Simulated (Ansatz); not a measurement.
# InHO2, space group Pnnm: a band structure

Computed with the Ansatz DFT code, driven from Python.

The script reads `inho2.extxyz`:
```text
8
Lattice="4.52393272 0.0 0.0 0.0 5.28057867 0.0 0.0 0.0 3.28850539" Properties=species:S:1:pos:R:3 pbc="T T T"
In    2.26196636    2.64028933    1.64425270
In    0.00000000    0.00000000    0.00000000
H     2.26196636    0.00000000    1.64425270
H     0.00000000    2.64028933    0.00000000
O     1.26514461    4.59076944    1.64425270
O     3.25878811    0.68980923    1.64425270
O     0.99682175    1.95048011    0.00000000
O     3.52711097    3.33009856    0.00000000
```

Run as a notebook:

In [1]:
```python
import ansatz as az
import numpy as np
```

In [2]:
```python
OCCUPATIONS = "fixed"
MESH = (4, 3, 5)
MAX_ITERATIONS = 60
XC = "lda"
N_EMPTY = 10
```

In [3]:
```python
system = az.Crystal.from_extxyz("inho2.extxyz")
```

In [4]:
```python
path = [
    ("G", (0.0, 0.0, 0.0)),
    ("X", (0.5, 0.0, 0.0)),
    ("S", (0.5, 0.5, 0.0)),
    ("Y", (0.0, 0.5, 0.0)),
    ("G", (0.0, 0.0, 0.0)),
    ("Z", (0.0, 0.0, 0.5)),
]
calculation = system.calculation()
calculation = calculation.accuracy("low")
calculation = calculation.mixing("broyden", preconditioner="kerker_dos")
calculation = calculation.basis(20 * az.Ry)
calculation = calculation.occupations(OCCUPATIONS)
calculation = calculation.kpoints(*MESH).scf(max_iterations=MAX_ITERATIONS)
calculation = calculation.functional(XC).band_structure([point for _, point in path], intervals=6)
calculation = calculation.scf(extra_bands=N_EMPTY)
result = calculation.run(threads=1)
summary = result.report

summary["n_electrons"]
```
```text
DeckWarning: basis.ecutwfc = 272.11386245988 eV is below the records' recommended 420 eV, and the density's cutoff is lower with it unless basis.ecutrho_ratio is high enough to keep the records' density cutoff: compare with a run at a higher cutoff
```
Out [4]:
```text
52.0
```

In [5]:
```python
for key in ("converged", "n_iterations", "n_electrons", "n_kpoints", "n_pw", "n_symmetry_ops", "free_energy_ev", "fermi_energy_ev"):
    print(f"{key:18s} {summary[key]}")
```
```text
converged          True
n_iterations       8
n_electrons        52.0
n_kpoints          18
n_pw               807
n_symmetry_ops     8
free_energy_ev     -13163.220703698818
fermi_energy_ev    7.201141942336457
```

In [6]:
```python
bands = result.band_structure()
fermi = bands.fermi_energy_ev
print(f"zero of the bands: {fermi:.3f} eV, the Fermi level found on the SCF mesh")
for spin, channel in enumerate(bands.channels):
    print("channel", spin, "- computed levels within 4 eV of the Fermi level")
    for i, (label, _) in enumerate(path):
        levels = channel.eigenvalues_ev[i * 6] - fermi
        print(f"  {label:3s}", " ".join(f"{e:7.3f}" for e in levels if abs(e) < 4))
```
```text
zero of the bands: 7.201 eV, the Fermi level found on the SCF mesh
channel 0 - computed levels within 4 eV of the Fermi level
  G    -3.736  -2.470  -2.357  -1.151  -0.356  -0.254  -0.182  -0.029   0.000   1.858
  X    -1.374  -1.374  -0.898  -0.898  -0.551  -0.551  -0.484  -0.484
  S    -1.770  -1.770  -1.303  -1.303  -0.569  -0.569  -0.221  -0.221
  Y    -3.311  -3.311  -1.958  -1.958  -1.838  -1.838  -0.630  -0.630  -0.039  -0.039
  G    -3.736  -2.470  -2.357  -1.151  -0.356  -0.254  -0.182  -0.029   0.000   1.858
  Z    -2.644  -2.644  -1.743  -1.743  -1.635  -1.635  -0.325  -0.325
```

The settings weren't tested for convergence. The cutoff lies under the one recommended for these potentials. The Fermi level of a run with fixed occupations marks the highest occupied state on its mesh, not mid-gap. The zero of the levels is a convention of the potentials, so an absolute Fermi energy is no work function. This cell is a computed structure, which may not be the phase found in nature. Levels are Kohn-Sham eigenvalues on this mesh, without spin-orbit coupling. Warnings are shown shortened and without file and line. Wall time of the script: 3.4 s on 1 thread of Arm Neoverse V1, with other jobs on the host, peak memory 0.36 GiB.

(Lines on the test bed's own set-up are left out of the output.)
